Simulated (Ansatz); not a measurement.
**C₂HCl₂I: a ladder of functionals and wavefunction methods**

The task here is to estimate one member of a computed series from the others.

Program: Ansatz 0.2.0, Gaussian basis. Level of theory: functionals in def2-TZVPP, the program's frozen cores in correlated methods. These are calculated values, not measurements.

Levels to be run: LDA (SPW92), PBE-D4, revPBE-D4, BLYP-D4, r2SCAN-D4, B97M-V, PBE0-D4, B3LYP-D4, r2SCANh-D4, r2SCAN0-D4, HSE06-D4, BHLYP-D4, CAM-B3LYP-D4, LC-ωPBE, ωB97X-V, ωB97M-V, B2PLYP, PBE-QIDH; CCSD(T)/def2-SVP; CCSD(T)/def2-TZVPP; MP2/def2-QZVPP; extrapolation to the limit; RPA on PBE.

## The geometry

All runs share one geometry, relaxed beforehand with PBE0-D4 in a triple-zeta def2 set. I takes the def2 core potential; no spin-orbit term is included.

6 atoms, charge 0, spin multiplicity 1.

Atoms are counted from 1 here; the program's logs count them from 0.

Bond lengths: Cl1–C2 1.704 Å, C2–Cl3 1.718 Å, C2–C4 1.327 Å, C4–I5 2.056 Å, C4–H6 1.081 Å. Angles: Cl1–C2–Cl3 114.9°, Cl1–C2–C4 124.9°, Cl3–C2–C4 120.2°, C2–C4–I5 124.9°, C2–C4–H6 120.0°, I5–C4–H6 115.1°.

The first run:

Input file in.yaml:

```yaml
crystal:
  periodic: [false, false, false]
  atoms:
    - {symbol: Cl, position_ang: [-1.084767, -1.680808, -0.549950]}
    - {symbol: C, position_ang: [0.083705, -0.643741, 0.130207]}
    - {symbol: Cl, position_ang: [1.284099, -1.429666, 1.075210]}
    - {symbol: C, position_ang: [0.112406, 0.673909, -0.024995]}
    - {symbol: I, position_ang: [-1.245998, 1.760129, -1.120597]}
    - {symbol: H, position_ang: [0.892655, 1.256077, 0.443826]}
basis:
  gaussian: {orbitals: def2-TZVPP}
hamiltonian: {xc: lda}
output: {orbitals: {seedname: orbitals}}
```

Steps of the session up to this table: LDA; PBE-D4 (GGA); revPBE-D4 (GGA); BLYP-D4 (GGA); r2SCAN-D4 (meta-GGA); B97M-V (meta-GGA); PBE0-D4 (hybrid); B3LYP-D4 (hybrid); r2SCANh-D4 (hybrid); r2SCAN0-D4 (hybrid); HSE06-D4 (hybrid); BHLYP-D4 (hybrid); CAM-B3LYP-D4 (range-separated); LC-ωPBE-D4 (range-separated; the results give it without D4); ωB97X-V (range-separated); ωB97M-V (range-separated); B2PLYP (double hybrid); PBE-QIDH (double hybrid).

One table of the session follows, with a row left open; its other results are not shown here.

It belongs to the step «Frontier levels by functional». 

| functional | HOMO (eV) | gap (eV) |
| --- | --- | --- |
| LDA (SPW92) | -6.17 | 3.90 |
| PBE-D4 | -6.00 | 3.94 |
| revPBE-D4 | -5.94 | 3.97 |
| BLYP-D4 | -5.82 | 3.89 |
| r2SCAN-D4 | -6.24 | 4.36 |
| B97M-V | -6.24 | 4.50 |
| PBE0-D4 | -7.09 | 5.97 |
| B3LYP-D4 | -6.86 | 5.51 |
| r2SCANh-D4 | -6.64 | 5.11 |
| r2SCAN0-D4 | -7.25 | 6.22 |
| HSE06-D4 | ? | ? |
| BHLYP-D4 | -8.02 | 7.91 |
| CAM-B3LYP-D4 | -8.32 | 8.29 |
| LC-ωPBE | -9.63 | 10.78 |
| ωB97X-V | -9.28 | 10.32 |
| ωB97M-V | -9.15 | 10.05 |

**Question.** Estimate the row for HSE06-D4.

As computed: HOMO (eV): -6.70; gap (eV): 5.20. In the column «HOMO (eV)» it lies between B3LYP-D4 (-6.86) and r2SCANh-D4 (-6.64).
